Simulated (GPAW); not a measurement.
# Ba2Tl5V3O12 (C2) in GPAW: band structure with RPBE

Aim: the band structure of Ba2Tl5V3O12 with RPBE.

Everything below comes from runs of GPAW 26.7.0. Logs are shortened: lines on timing, memory, paths and dates and some standing lists are left out, and cuts for length are marked. The log counts tension as positive stress, the text compression.

## Step 1: The crystal as given

Symmetry: C2, No. 5, monoclinic system. The conventional cell has a = 12.980 Å, b = 13.354 Å, c = 6.079 Å, α = 90.00°, β = 109.30°, γ = 90.00°. Around Ba (site symmetry 2) lie 6 O at 2.58 to 2.76 Å. Ba (site symmetry 2) has 8 O at 2.76 to 3.03 Å as nearest neighbours. V (site symmetry 1) has 4 O at 1.72 to 1.75 Å as nearest neighbours. V (site symmetry 2) is surrounded by 4 O at 1.71 to 1.76 Å. Around Tl (site symmetry 1) lie 3 O at 2.57 to 2.74 Å. Tl (site symmetry 2) has 4 O at 2.66 to 2.69 Å as nearest neighbours. Around Tl (site symmetry 1) lie 3 O at 2.55 to 2.75 Å. Around O (site symmetry 1) lie 1 V at 1.75 Å.

The cell was built by a generator and needn't be a form met in nature.

## Step 2: Band structure, RPBE, collinear spin, ferromagnetic start

run.py

```python
from ase import Atoms
from ase.dft.bandgap import bandgap
from ase.io import write
from ase.units import GPa
from ase.parallel import parprint
from gpaw import GPAW, PW

atoms = Atoms(['Ba', 'Ba', 'V', 'V', 'V', 'Tl', 'Tl', 'Tl', 'Tl', 'Tl', 'O', 'O', 'O', 'O', 'O', 'O', 'O', 'O', 'O', 'O', 'O', 'O'],
              cell=[[6.48991, -6.67692, -0.04765],
                    [6.48991, 6.67692, -0.04765],
                    [-1.96739, 0.0, 5.7522]],
              scaled_positions=[[0.47917, 0.52083, 0.0],
                                [0.79264, 0.20736, 0.0],
                                [0.65694, 0.94605, 0.25735],
                                [0.05395, 0.34306, 0.74265],
                                [0.57442, 0.42558, 0.5],
                                [0.49835, 0.85629, 0.63726],
                                [0.14371, 0.50165, 0.36274],
                                [0.01508, 0.98492, 0.5],
                                [0.30964, 0.12677, 0.21892],
                                [0.87323, 0.69036, 0.78108],
                                [0.0039, 0.26325, 0.44275],
                                [0.59719, 0.60676, 0.67706],
                                [0.91333, 0.4282, 0.84635],
                                [0.52536, 0.79943, 0.20594],
                                [0.68766, 0.41628, 0.31356],
                                [0.09251, 0.20316, 0.88601],
                                [0.58372, 0.31234, 0.68644],
                                [0.79684, 0.90749, 0.11399],
                                [0.5718, 0.08667, 0.15365],
                                [0.20057, 0.47464, 0.79406],
                                [0.73675, 0.9961, 0.55725],
                                [0.39324, 0.40281, 0.32294]],
              pbc=True)
atoms.set_initial_magnetic_moments([0.0, 0.0, 2.0, 2.0, 2.0, 0.0, 0.0, 0.0, 0.0, 0.0, 0.0, 0.0, 0.0, 0.0, 0.0, 0.0, 0.0, 0.0, 0.0, 0.0, 0.0, 0.0])

calc = GPAW(mode=PW(800),
            xc='RPBE',
            kpts={'size': (2, 2, 4), 'gamma': True},
            occupations={'name': 'fermi-dirac', 'width': 0.05},
            nbands=153,
            convergence={'density': 1e-05, 'energy': 1e-05},
            maxiter=150,
            txt='gpaw.txt')
atoms.calc = calc
energy = atoms.get_potential_energy()
forces = atoms.get_forces()
stress = atoms.get_stress()
calc.write('gs.gpw')
write('result.traj', atoms)
parprint(f'Energy: {energy:.6f} eV')
parprint('Forces (eV/A):')
parprint(forces.round(4))
parprint('Stress (GPa):', (stress / GPa).round(3))
parprint('Moments:', calc.get_magnetic_moments().round(3))
parprint('Fermi level:', round(calc.get_fermi_level(), 4), 'eV')
parprint(f'Gap: {bandgap(calc)[0]:.4f} eV, direct: {bandgap(calc, direct=True)[0]:.4f} eV')

path = atoms.cell.bandpath('GYFHZIF1,H1Y1XGN,MG', npoints=100, eps=1e-4)
bs_calc = calc.fixed_density(kpts=path, symmetry='off', nbands=236,
                             convergence={'bands': 'CBM+6.0', 'eigenstates': 1e-6}, txt='bands.txt')
bs = bs_calc.band_structure()
bs.write('bs.json')
parprint(f'Gap on the path: {bandgap(bs_calc)[0]:.4f} eV')
```

Potentials or basis: the program's PAW data sets (release 1.2.1) made for this functional, pw.

On the command line:

```bash
$ OMP_NUM_THREADS=1 mpirun -n 8 gpaw python run.py
```

gpaw.txt:

```text
__  _  _
 | _ |_)|_||  |
 |__||  | ||/\| - 26.7.0

Input parameters:
  mode=PW(ecut=800.0),
  convergence={'density': 1e-05, 'energy': 1e-05},
  kpts=MonkhorstPack(size=(2, 2, 4), gamma=True),
  maxiter=150,
  nbands=153,
  occupations=Occupations(name='fermi-dirac', width=0.05),
  xc=XC(name='RPBE')

Diagonalizing LCAO Hamiltonian
Converting LCAO to pw mode

                           Tl
          O      O
             V               Tl
                         O    Tl   O
            O      Ol   O
                      V       O    V
                    O
              Tl        O           O
                         Ba
                 O
                       Ba

Atoms  # Å, Bohr magnetons
|    | symbol |         x |         y |         z |    initial magnetic moments |
|----|--------|-----------|-----------|-----------|-----------------------------|
|  0 |     Ba |  6.489910 |  0.278160 | -0.047650 | ( 0.0000,  0.0000,  0.0000) |
|  1 |     Ba |  6.489910 | -3.907868 | -0.047650 | ( 0.0000,  0.0000,  0.0000) |
|  2 |      V |  9.896953 |  1.930364 |  1.403946 | ( 0.0000,  0.0000,  2.0000) |
|  3 |      V |  1.115477 |  1.930364 |  4.252954 | ( 0.0000,  0.0000,  2.0000) |
|  4 |      V |  5.506215 | -0.993793 |  2.828450 | ( 0.0000,  0.0000,  2.0000) |
|  5 |     Tl |  7.537753 |  2.389937 |  3.601098 | ( 0.0000,  0.0000,  0.0000) |
[... 14 lines left out ...]
| 20 |      O | 10.149712 |  1.731659 |  3.122843 | ( 0.0000,  0.0000,  0.0000) |
| 21 |      O |  4.530944 |  0.063898 |  1.819684 | ( 0.0000,  0.0000,  0.0000) |

Unit cell  # Å
| periodic |         x |         y |         z |  lengths |     angles |
|----------|-----------|-----------|-----------|----------|------------|
|      yes |  6.489910 | -6.676920 | -0.047650 | 9.311416 | 103.320574 |
|      yes |  6.489910 |  6.676920 | -0.047650 | 9.311416 | 103.320574 |
|      yes | -1.967390 |  0.000000 |  5.752200 | 6.079344 |  91.625904 |

Number of symmetries: 2
Symmetry operations  # r_c * U_cc + t_c -> r_c
|   | kind |            matrix            |
|---|------|------------------------------|
| 0 |  E   |  1, 0, 0,  0, 1, 0,  0, 0, 1 |
| 1 |  C2  |  0,-1, 0, -1, 0, 0,  0, 0,-1 |

BZ-sampling:
  Number of BZ points: 16
  Number of IBZ points: 9

  Monkhorst-Pack size: [2, 2, 4]
  Monkhorst-Pack shift: [0.25, 0.25, 0.125]

K-points  # in reciprocal-cell coordinates
|   |                                coordinates |     weight |
|---|--------------------------------------------|------------|
| 0 | (  0.00000000,   0.00000000,   0.00000000) | 0.06250000 |
| 1 | (  0.00000000,   0.00000000,   0.25000000) | 0.12500000 |
| 2 | (  0.00000000,   0.00000000,   0.50000000) | 0.06250000 |
| 3 | (  0.50000000,   0.00000000,   0.00000000) | 0.12500000 |
| 4 | (  0.50000000,   0.00000000,   0.25000000) | 0.25000000 |
| 5 | (  0.50000000,   0.00000000,   0.50000000) | 0.12500000 |
| 6 | (  0.50000000,   0.50000000,   0.00000000) | 0.06250000 |
| 7 | (  0.50000000,   0.50000000,   0.25000000) | 0.12500000 |
| 8 | (  0.50000000,   0.50000000,   0.50000000) | 0.06250000 |

Plane wave coefficients: 25588
Cutoff: 800.0 eV

Spin-components: 2 (collinear spins)
Bands:           153
Projectors:      120
Spin-degeneracy: 1
Datatype:        complex128

Parallelization:
  kpt:    4
  domain: 2
  band:   1

Density:
  Valence electrons: 196.0
  Components: 2
  Grid points: [63 63 40]
  Charge: 0.0  # |e|

Potential:
  Grid points: [63 63 40]

species:
  Ba:
    name:    Barium
    Z:       56.0
    valence: 10
    core:    46
    charge:  0.0  # [|e|]
    compensation charges:
      type: gauss
      rc: 0.37  # [Å]
      lmax: 2
    cutoffs:
      filter: 2.06  # [Å]
      core: 2.33  # [Å]
    projectors
    | kind |    occ | energy [eV] | rcut [Å] |
    |------|--------|-------------|----------|
    |   5s |  2.000 |     -33.663 |    1.164 |
    |   6s |  2.000 |      -3.183 |    1.164 |
    |   5p |  6.000 |     -18.775 |    1.164 |
    |    p |        |       0.000 |    1.164 |
    |    d |        |       0.000 |    1.164 |
    |    d |        |      27.211 |    1.164 |

    Using partial waves for Ba as LCAO basis

  V:
    name:    Vanadium
    Z:       23.0
    valence: 13
    core:    10
    charge:  0.0  # [|e|]
    compensation charges:
      type: gauss
      rc: 0.37  # [Å]
      lmax: 2
    cutoffs:
      filter: 2.14  # [Å]
      core: 0.96  # [Å]
    projectors
    | kind |    occ | energy [eV] | rcut [Å] |
    |------|--------|-------------|----------|
    |   3s |  2.000 |     -70.322 |    1.254 |
    |   4s |  2.000 |      -4.648 |    1.254 |
    |   3p |  6.000 |     -44.073 |    1.281 |
    |   4p |  0.000 |      -1.446 |    1.281 |
    |   3d |  3.000 |      -5.111 |    1.169 |
    |    d |        |      22.100 |    1.169 |

    Using partial waves for V as LCAO basis

  Tl:
    name:    Thallium
    Z:       81.0
    valence: 13
    core:    68
    charge:  0.0  # [|e|]
    compensation charges:
      type: gauss
      rc: 0.38  # [Å]
      lmax: 2
    cutoffs:
      filter: 2.11  # [Å]
      core: 2.55  # [Å]
    projectors
    | kind |    occ | energy [eV] | rcut [Å] |
    |------|--------|-------------|----------|
    |   6s |  2.000 |      -9.422 |    1.212 |
    |   6p |  1.000 |      -2.311 |    1.270 |
    |   5d | 10.000 |     -15.519 |    1.191 |
    |    s |        |      17.789 |    1.212 |
    |    p |        |      24.901 |    1.270 |
    |    d |        |      11.693 |    1.191 |

    Using partial waves for Tl as LCAO basis

  O:
    name:    Oxygen
    Z:       8.0
    valence: 6
    core:    2
    charge:  0.0  # [|e|]
    compensation charges:
      type: gauss
      rc: 0.21  # [Å]
      lmax: 2
    cutoffs:
      filter: 1.17  # [Å]
      core: 0.83  # [Å]
    projectors
    | kind |    occ | energy [eV] | rcut [Å] |
    |------|--------|-------------|----------|
    |   2s |  2.000 |     -24.041 |    0.688 |
    |   2p |  4.000 |      -8.984 |    0.598 |
    |    s |        |       3.170 |    0.688 |
    |    p |        |      18.228 |    0.598 |
    |    d |        |       0.000 |    0.619 |

    Using partial waves for O as LCAO basis

Reference energy: -3294868.695994  # eV

eigensolver:
  PPCG
  Converge bands: occupied
  niter=2

density mixing:
  MSR1-Mixer
  Pratt-step length: 0.05
  Maximum mixing coefficient: 0.75
  Old densities: 10
  SVD Regularization: 0.005
  Good broyden scale: 1.0
  Trust region scale: 1.0
  Backstep threshold: 4.0
  History deletion threshold: 6.0
  Fourier metric: weight=20.0, sigma=0.015

occupation numbers:
  Fermi-Dirac:
    width: 0.0500  # eV

poisson solver:
  ecut: 6400.0  # eV

xc functional:
  name: RPBE with 2 nearest neighbor stencil

convergence criteria:
- Maximum integral of absolute [dens]ity change: 1e-05 electrons / valence electron
- Maximum [total energy] change in last 3 cyles: 1e-05 eV / valence electron
- Maximum integral of absolute [eigenst]ate change: 4e-08 eV^2 / valence electron
maximum number of iterations: 150

SCF iterations
|iter     | |      energy | eigst |  dens |  magmom |
|---------|-|-------------|-------|-------|---------|
|iter:   1| | -162.452979 | +0.60 |       |  +6.0181|
|iter:   2| | -154.187263 | -0.46 | -0.81 |  +5.7172|
|iter:   3| | -139.592982 | -0.08 | -0.87 |  +3.6833|
|iter:   4| | -140.255597 | -1.08 | -1.27 |  +2.2512|
|iter:   5| | -140.333358 | -1.63 | -1.42 |  +1.2352|
|iter:   6| | -140.524496 | -2.05 | -1.70 |  +0.1968|
|iter:   7| | -140.506066 | -2.52 | -1.98 |  +0.0598|
|iter:   8| | -140.503799 | -2.90 | -2.12 |  -0.0559|
|iter:   9| | -140.499766 | -3.17 | -2.36 |  -0.0722|
|iter:  10| | -140.501706 | -3.71 | -2.59 |  -0.0404|
|iter:  11| | -140.501965 | -3.94 | -2.90 |  -0.0210|
|iter:  12| | -140.501933c| -4.41 | -3.08 |  +0.0012|
|iter:  13| | -140.501990c| -5.13 | -3.56 |  +0.0014|
|iter:  14| | -140.501958c| -5.58 | -3.71 |  +0.0025|
|iter:  15| | -140.501962c| -6.27 | -4.05 |  +0.0016|
|iter:  16| | -140.501962c| -6.90 | -4.38 |  +0.0012|
|iter:  17| | -140.501962c| -7.47c| -4.47 |  +0.0005|
|iter:  18| | -140.501962c| -8.07c| -4.78 |  +0.0002|
|iter:  19| | -140.501962c| -7.71c| -4.97 |  +0.0000|
|iter:  20| | -140.501962c| -7.81c| -5.21c|  -0.0000|

Converged in 20 steps
Energy contributions relative to reference atoms: (reference = -3294868.695994)

Energy contributions:
  Kinetic:         165.951888
  Coulomb:        -185.268927
  Zero:              3.239653
  External:          0.000000
  Xc:             -124.424577
  Entropy:          -0.000000
  Spinorbit:         0.000000
  ----------------------------
  Free energy:    -140.501962
  Extrapolated:   -140.501962

dipole moment: (23.810009, 94.662966, -69.614905)  # |e|*Ang

Total magnetic moment: (0.000000, 0.000000, -0.000046)

Local magnetic moments
|        x |        y |         z |
|----------|----------|-----------|
| 0.000000 | 0.000000 | -0.000001 |  # Ba   0
| 0.000000 | 0.000000 | -0.000001 |  # Ba   1
| 0.000000 | 0.000000 | -0.000030 |  # V    2
| 0.000000 | 0.000000 | -0.000030 |  # V    3
| 0.000000 | 0.000000 | -0.000016 |  # V    4
| 0.000000 | 0.000000 | -0.000002 |  # Tl   5
[... 14 lines left out ...]
| 0.000000 | 0.000000 | -0.000010 |  # O   20
| 0.000000 | 0.000000 |  0.000000 |  # O   21

Fermi level: 3.309
Eigenvalues  # (at kpt = [0.000, 0.000, 0.000])
| band index |      eig [eV] | occ [0-1] |      eig [eV] | occ [0-1] |
|------------|---------------|-----------|---------------|-----------|
|          0 |       -61.549 |     1.000 |       -61.549 |     1.000 |
|        ... |               |           |               |           |
|         90 |         1.543 |     1.000 |         1.543 |     1.000 |
|         91 |         1.567 |     1.000 |         1.567 |     1.000 |
|         92 |         1.586 |     1.000 |         1.586 |     1.000 |
|         93 |         1.701 |     1.000 |         1.701 |     1.000 |
|         94 |         1.812 |     1.000 |         1.812 |     1.000 |
|         95 |         1.922 |     1.000 |         1.922 |     1.000 |
[... 8 lines left out ...]
|        104 |         5.969 |     0.000 |         5.969 |     0.000 |
|        105 |         6.259 |     0.000 |         6.259 |     0.000 |
|        ... |               |           |               |           |
|        152 |        14.693 |     0.000 |        14.718 |     0.000 |

Gap: 2.970 eV
Transition (v -> c):
  (s=0, k=3, n=97, [0.50, 0.00, 0.00]) -> (s=0, k=0, n=98, [0.00, 0.00, 0.00])
Direct/indirect transitions are different
Direct gap: 3.012 eV
Transition at: (s=0, k=0, n=97, [0.00, 0.00, 0.00])

Forces  # eV/Ang
|        x |        y |        z |
|----------|----------|----------|
|  0.00000 |  0.00509 |  0.00000 |  # Ba   0
|  0.00000 | -0.07944 |  0.00000 |  # Ba   1
| -0.03595 | -0.00704 |  0.01926 |  # V    2
|  0.03595 | -0.00704 | -0.01926 |  # V    3
|  0.00000 | -0.13143 |  0.00000 |  # V    4
| -0.07802 |  0.13698 |  0.00516 |  # Tl   5
[... 14 lines left out ...]
|  0.06692 | -0.06086 |  0.43398 |  # O   20
| -0.29898 |  0.28140 | -0.21917 |  # O   21

Stress tensor  # eV/Ang^3
|         x |         y |         z |
|-----------|-----------|-----------|
| -0.018901 |  0.000000 |  0.000600 |
|  0.000000 | -0.018282 | -0.000000 |
|  0.000600 | -0.000000 | -0.019125 |

# Writing to gs.gpw (mode='')
```

It took 55 min on 8 MPI ranks of Intel Xeon 6975P-C (Granite Rapids), shared host; peak memory 3.7 GiB.

Results:

```yaml
Free_energy: -140.5020 eV
Pressure: 3.0 GPa
Largest_force: 0.495 eV/Å
Band_gap_on_the_k_mesh: 2.97 eV, indirect (least direct gap 3.01 eV)
Band_gap_along_the_path: 2.96 eV, indirect (least direct gap 3.01 eV)
Net_moment: 0.00 μB per cell
```

Forces on the atoms (eV/Å):
```
Ba   0.000  0.005  0.000
Ba   0.000 -0.079  0.000
V   -0.036 -0.007  0.019
V    0.036 -0.007 -0.019
V    0.000 -0.131  0.000
Tl  -0.078  0.137  0.005
Tl   0.078  0.137 -0.005
Tl   0.000 -0.180  0.000
Tl  -0.130 -0.051  0.000
Tl   0.130 -0.051  0.000
O   -0.067 -0.061 -0.434
O    0.299  0.281  0.219
O   -0.116  0.447  0.164
O   -0.429  0.041 -0.065
O    0.340 -0.235 -0.221
O   -0.242 -0.360  0.239
O   -0.340 -0.235  0.221
O    0.242 -0.360 -0.239
O    0.116  0.447 -0.164
O    0.429  0.041  0.065
O    0.067 -0.061  0.434
O   -0.299  0.281 -0.219
```

Levels at the corners of the path, in eV from the valence-band top:
Spin up:
```csv
point,band 95,band 96,band 97,band 98,band 99,band 100,band 101,band 102
Γ,-0.32,-0.21,-0.09,-0.05,2.96,3.48,3.67,3.68
Y,-0.28,-0.18,-0.15,-0.04,3.26,3.34,3.54,3.59
F,-0.28,-0.19,-0.15,-0.08,3.28,3.35,3.47,3.50
H,-0.33,-0.21,-0.15,-0.06,3.28,3.37,3.49,3.63
Z,-0.26,-0.26,-0.15,-0.07,3.28,3.36,3.49,3.60
I,-0.27,-0.18,-0.14,-0.05,3.27,3.31,3.55,3.61
F1,-0.28,-0.19,-0.15,-0.08,3.28,3.35,3.47,3.50
H1,-0.33,-0.21,-0.15,-0.06,3.28,3.37,3.49,3.63
Y1,-0.28,-0.18,-0.15,-0.04,3.26,3.34,3.54,3.59
X,-0.30,-0.25,-0.18,-0.03,3.27,3.46,3.54,3.59
Γ,-0.32,-0.21,-0.09,-0.05,2.96,3.48,3.67,3.68
N,-0.26,-0.23,-0.17,-0.07,3.30,3.32,3.46,3.55
M,-0.31,-0.24,-0.10,-0.01,3.28,3.38,3.58,3.69
Γ,-0.32,-0.21,-0.09,-0.05,2.96,3.48,3.67,3.68
```
Spin down:
| point | band 94 | band 95 | band 96 | band 97 | band 98 | band 99 | band 100 | band 101 | band 102 | band 103 |
| --- | --- | --- | --- | --- | --- | --- | --- | --- | --- | --- |
| Γ | -0.43 | -0.32 | -0.21 | -0.09 | -0.05 | 2.96 | 3.48 | 3.67 | 3.68 | 3.77 |
| Y | -0.39 | -0.28 | -0.18 | -0.15 | -0.04 | 3.26 | 3.34 | 3.54 | 3.59 | 3.73 |
| F | -0.38 | -0.28 | -0.19 | -0.15 | -0.08 | 3.28 | 3.35 | 3.47 | 3.50 | 3.71 |
| H | -0.37 | -0.33 | -0.21 | -0.15 | -0.06 | 3.28 | 3.37 | 3.49 | 3.63 | 3.71 |
| Z | -0.37 | -0.26 | -0.26 | -0.15 | -0.07 | 3.28 | 3.36 | 3.49 | 3.60 | 3.72 |
| I | -0.36 | -0.27 | -0.18 | -0.14 | -0.05 | 3.27 | 3.31 | 3.55 | 3.61 | 3.70 |
| F1 | -0.38 | -0.28 | -0.19 | -0.15 | -0.08 | 3.28 | 3.35 | 3.47 | 3.50 | 3.71 |
| H1 | -0.37 | -0.33 | -0.21 | -0.15 | -0.06 | 3.28 | 3.37 | 3.49 | 3.63 | 3.71 |
| Y1 | -0.39 | -0.28 | -0.18 | -0.15 | -0.04 | 3.26 | 3.34 | 3.54 | 3.59 | 3.73 |
| X | -0.38 | -0.30 | -0.25 | -0.18 | -0.03 | 3.27 | 3.46 | 3.54 | 3.59 | 3.67 |
| Γ | -0.43 | -0.32 | -0.21 | -0.09 | -0.05 | 2.96 | 3.48 | 3.67 | 3.68 | 3.77 |
| N | -0.35 | -0.26 | -0.23 | -0.17 | -0.07 | 3.30 | 3.32 | 3.46 | 3.55 | 3.71 |
| M | -0.46 | -0.31 | -0.24 | -0.10 | -0.01 | 3.28 | 3.38 | 3.58 | 3.69 | 3.76 |
| Γ | -0.43 | -0.32 | -0.21 | -0.09 | -0.05 | 2.96 | 3.48 | 3.67 | 3.68 | 3.77 |

Caveat: spin-orbit coupling is left out, which as a rule narrows the gap of such compounds by several tenths of an eV.
